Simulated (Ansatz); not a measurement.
CH3AlBrF, SMILES [CH3][Al]([F])[Br], a geometry optimisation

Program: the Ansatz DFT code, driven from Python.

Run as a notebook:

**Cell 1**
```python
import itertools
import warnings

import ansatz as az
from ase.data import atomic_numbers, covalent_radii
import numpy as np
```

**Cell 2**
```python
BASIS_SET = "def2-SVP"
FUNCTIONAL = "r2SCAN"
```

**Cell 3**
```python
warnings.simplefilter("ignore", az.DeckWarning)
```

**Cell 4**
```python
system = (
    az.Crystal.molecule()
    .atom("C", (-0.0108, 0.9375, -0.0956))
    .atom("Al", (0.153, -0.978, 0.1841))
    .atom("F", (1.4523, -1.586, 1.2214))
    .atom("Br", (-1.2636, -2.4886, -0.8556))
    .atom("H", (-0.9229, 1.155, -0.7952))
    .atom("H", (-0.2346, 1.5, 0.8651))
    .atom("H", (0.8878, 1.3922, -0.5699))
)

job = (
    system.calculation()
    .basis(gaussian=BASIS_SET)
    .functional(FUNCTIONAL)
)
symbols = [site.symbol for site in system.cartesian_sites]
start = np.array([site.position_ang for site in system.cartesian_sites], dtype=float)
rep = job.relax(force_tolerance=0.02).run(threads=1, pin="off").report
end = np.array(rep["positions_ang"])

print("reference energy %16.6f eV" % rep["reference_energy_ev"])
print("total energy     %16.6f eV" % rep["free_energy_ev"])
print("occupied orbitals outside the frozen core (up, down):", rep["n_occupied"], " frozen:", rep["n_frozen"], " virtual:", rep["n_virtual"])
```
Output:
```text
reference energy    -80434.068539 eV
total energy        -80434.068539 eV
occupied orbitals outside the frozen core (up, down): [33, 33]  frozen: 0  virtual: [60, 60]
```

**Cell 5**
```python
radius = [covalent_radii[atomic_numbers[s]] for s in symbols]
span = lambda where, i, j: np.linalg.norm(where[i] - where[j])
bonded = [(i, j) for i, j in itertools.combinations(range(len(symbols)), 2) if min(span(start, i, j), span(end, i, j)) < 1.2 * (radius[i] + radius[j])]
print("pair        before    after (A)")
for i, j in bonded:
    print(f"{symbols[i]}{i}-{symbols[j]}{j}".ljust(10), f"{span(start, i, j):8.4f} {span(end, i, j):8.4f}")

charges = rep["charge_distribution"]
dipole = np.array(charges["dipole_moment_e_ang"]) * 4.803205
print("dipole (D): {:.3f} {:.3f} {:.3f}, length {:.3f}".format(*dipole, np.linalg.norm(dipole)))
print("atom  Mulliken   Lowdin")
for symbol, m, l in zip(symbols, charges["mulliken_charges_e"], charges["lowdin_charges_e"]):
    print(f"{symbol:4s} {m:9.3f} {l:8.3f}")
```
Output:
```text
pair        before    after (A)
C0-Al1       1.9427   1.9295
C0-H4        1.1699   1.1009
C0-H5        1.1355   1.1031
C0-H6        1.1132   1.1031
Al1-F2       1.7703   1.6640
Al1-Br3      2.3172   2.2495
dipole (D): -0.299 2.115 -0.370, length 2.168
atom  Mulliken   Lowdin
C       -0.461   -0.153
Al       0.916    0.033
F       -0.397   -0.041
Br      -0.317    0.072
H        0.088    0.026
H        0.086    0.031
H        0.086    0.031
```

Reading the output:
- Total energies depend on the basis set; only differences at equal settings carry meaning.
- The end point is the stationary point reached from this start; no frequency run checks that it is a minimum, and the basis set is modest.
- The Löwdin charges here are taken after orthogonalising the functions within each atom; they differ from plain Löwdin charges, and their signs can be unphysical.
- Timing: 36 s on 1 thread of Arm Neoverse V2, with other jobs on the host, peak memory 0.24 GiB.
